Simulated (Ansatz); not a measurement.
**BGeF (quintet): from Hartree-Fock to the top rungs, cc-pVDZ**

An exercise on one series of results from a longer session: the logs are not shown, and one member is left open.

Program: Ansatz 0.2.0, Gaussian basis. Level of theory: cc-pVDZ, core rule «outside noble gas», up to 16 orbitals frozen. These are calculated values, not measurements.

Plan: UHF; CCSD(T) on ROHF; CCSD(T) on UHF; BCCD(T) on ROHF; CISD as a restricted active space (open shells left free, so some higher excitations enter); CCSDT(Q) on ROHF; CCSDT(Q) on UHF; CASSCF and MRCISD+Q, 12 electrons in 11 orbitals; CASSCF and NEVPT2, 12 electrons in 11 orbitals.

25 further runs of the same task are left out: 2 for a known fault of the program, 11 that didn't finish, 12 set aside as unsound or not needed. Runs told in other sessions of the task aren't counted.

### The system

The geometry is a PBE0/def2-TZVP stationary point (not a proven minimum) of the parent state, kept for this charge and spin. No spin-orbit coupling is included. The filled d shell of Ge may be among the frozen orbitals whatever the setting's name suggests.

3 atoms, charge 0, spin multiplicity 5.

Atoms are counted from 1 here; the program's logs count them from 0.

Bond lengths: F1–B2 1.280 Å, B2–Ge3 1.971 Å. Angles: F1–B2–Ge3 180.0°.

Set-up of the first run:

Contents of in.yaml:

```yaml
crystal:
  periodic: [false, false, false]
  atoms:
    - {symbol: F, position_ang: [0.000000, 0.000000, -1.510700]}
    - {symbol: B, position_ang: [0.000000, 0.000000, -0.230200]}
    - {symbol: Ge, position_ang: [0.000000, 0.000000, 1.740900]}
basis:
  gaussian: {orbitals: cc-pVDZ}
magnetization: {spin_polarized: true, initial_magnetization: 4}
hamiltonian: {xc: hf}
output: {orbitals: {seedname: orbitals}}
```

Started as:

```bash
$ ansatz run in.yaml --threads 1 --pin off --events-out ev --progress --plain --max-ram 2393MiB
```

Among the steps run: UHF; CCSD(T) on ROHF; CCSD(T) on UHF; BCCD(T) on ROHF; CISD as a restricted active space (open shells left free, so some higher excitations enter); CCSDT(Q) on ROHF; CCSDT(Q) on UHF; CASSCF and MRCISD+Q, 12 electrons in 11 orbitals; CASSCF and NEVPT2, 12 electrons in 11 orbitals.

One of the session's tables, all rows but one given; the rest of the session is left out.

```
          method  from RCCSDT(Q) (meV)
            ROHF               +8568.5
             UHF               +8397.2
            RMP2                +797.5
            UMP2                +800.9
            CISD                +866.8
           RCCSD                +241.3
           UCCSD                +218.9
        RCCSD(T)                 +40.4
        UCCSD(T)                     ?
         BCCD(T)                 +37.4
          RCCSDT                 +14.1
          UCCSDT                  -5.2
       RCCSDT(Q)                     0
       UCCSDT(Q)                 -21.6
  CASSCF valence               +6462.7
  NEVPT2 valence               +1125.0
  MRCISD valence                +541.5
MRCISD+Q valence                +127.5
```

**Question.** Estimate the row for UCCSD(T).

As computed: from RCCSDT(Q) (meV): +21.9. In the column «from RCCSDT(Q) (meV)» it lies between RCCSDT (+14.1) and BCCD(T) (+37.4).

To keep in mind: Restricted and unrestricted rows rest on different reference determinants; a gap between their highest levels can come from leftover correlation error, from unlike frozen cores or from another state.
